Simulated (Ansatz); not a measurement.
**TiO+ (quartet): wave-function methods side by side, def2-TZVPP**

The task here is to estimate one member of a computed series from the others.

The runs use Ansatz 0.2.0, Gaussian basis; def2-TZVPP, core rule «outside noble gas», up to 10 orbitals frozen.

Plan: UHF; ROHF; CCSD(T) on UHF.

### The geometry

The geometry is a PBE0/def2-TZVP stationary point (not a proven minimum).

2 atoms, charge 1, spin multiplicity 4.

Atoms are counted from 1 here; the program's logs count them from 0.

Bond lengths: Ti1–O2 1.842 Å.

As a file:

```csv
atom,x (Å),y (Å),z (Å)
Ti1,0.0000,0.0000,0.0000
O2,0.0000,0.0000,1.8416
```

The first run:

in.yaml

```yaml
crystal:
  periodic: [false, false, false]
  atoms:
    - {symbol: Ti, position_ang: [0.000000, 0.000000, 0.000000]}
    - {symbol: O, position_ang: [0.000000, 0.000000, 1.841600]}
basis:
  gaussian: {orbitals: def2-TZVPP}
total_charge: 1
magnetization: {spin_polarized: true, initial_magnetization: 3}
hamiltonian: {xc: hf}
output: {orbitals: {seedname: orbitals}}
```

On the command line:

```sh
$ ansatz run in.yaml --threads 1 --pin off --events-out ev --progress --plain --max-ram 2560MiB --backend cpu
```

Among the steps run: UHF; ROHF; CCSD(T) on UHF.

One table of the session follows, with a row left open; its other results are not shown here.

It belongs to the step «Misses and costs». 

| method | from UCCSD(T) (kJ/mol) |
| --- | --- |
| ROHF | +675.2 |
| UHF | +652.8 |
| UMP2 | +64.4 |
| UCCSD | ? |
| UCCSD(T) | 0 |

Estimate the missing values for UCCSD.

As computed: from UCCSD(T) (kJ/mol): +26.1. In the column «from UCCSD(T) (kJ/mol)» it lies between UCCSD(T) (0) and UMP2 (+64.4).
